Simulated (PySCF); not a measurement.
# C7H11B: the cost of one run

Programs: PySCF 2.14.0, with density-fitted response routines of our own. Each step states its level of theory. These are calculated values for one molecule in the gas phase, unless marked as measured. Atoms are numbered from 0 throughout.

## (1) The molecule as given

19 atoms, charge 0, multiplicity 1; geometry from: GFN2-xTB.

Bonds of the start (Å): B0–C1 1.57, C1–C2 1.54, C2–C3 1.51, C3–C4 1.33, C4–C5 1.51, C5–C6 1.55, C6–C7 1.54, C5–C1 1.54, C7–C2 1.55, B0–H8 1.17, B0–H9 1.17, C1–H10 1.10, C2–H11 1.09, C3–H12 1.08, C4–H13 1.08, C5–H14 1.09, C6–H15 1.09, C6–H16 1.09, C7–H17 1.09, C7–H18 1.09.

## (2) Excited states and response: PBE0/def2-SVPD

The job: settings as JSON, then the geometry in Å.

```
{"job": {"kind": "uv", "xc": "PBE0", "basis": "def2-SVPD", "nstates": 8, "ntriplets": 3}, "charge": 0, "multiplicity": 1}
B      2.005832    -1.068082    -0.082599
C      1.075744     0.191622    -0.097170
C     -0.059672     0.282725    -1.137454
C     -0.739143     1.559588    -0.719088
C     -0.639199     1.650284     0.600585
C      0.112809     0.437931     1.082760
C     -0.856993    -0.751744     0.893653
C     -0.983380    -0.853112    -0.637823
H      2.294827    -1.596408    -1.085366
H      2.456459    -1.454301     0.925288
H      1.749627     1.053905    -0.209240
H      0.217355     0.204195    -2.185970
H     -1.261461     2.212698    -1.394639
H     -1.062148     2.394748     1.250774
H      0.548474     0.505296     2.076843
H     -0.420294    -1.658416     1.312205
H     -1.815158    -0.571399     1.380419
H     -0.624859    -1.816387    -1.000246
H     -2.008624    -0.713893    -0.980392
```

With the program's defaults for keys left out, this is: TDDFT PBE0/def2-SVPD, vertical, gas phase, core orbitals frozen in the response.

Command:

```console
OMP_NUM_THREADS=1 python probes_run.py task.json out
```

This one command runs all jobs of the session in turn.

**Question.** How long does this job take on 1 thread of Arm Neoverse N1, shared host, and how much memory does it need?

About 93 s, with a peak of 1.1 GiB.
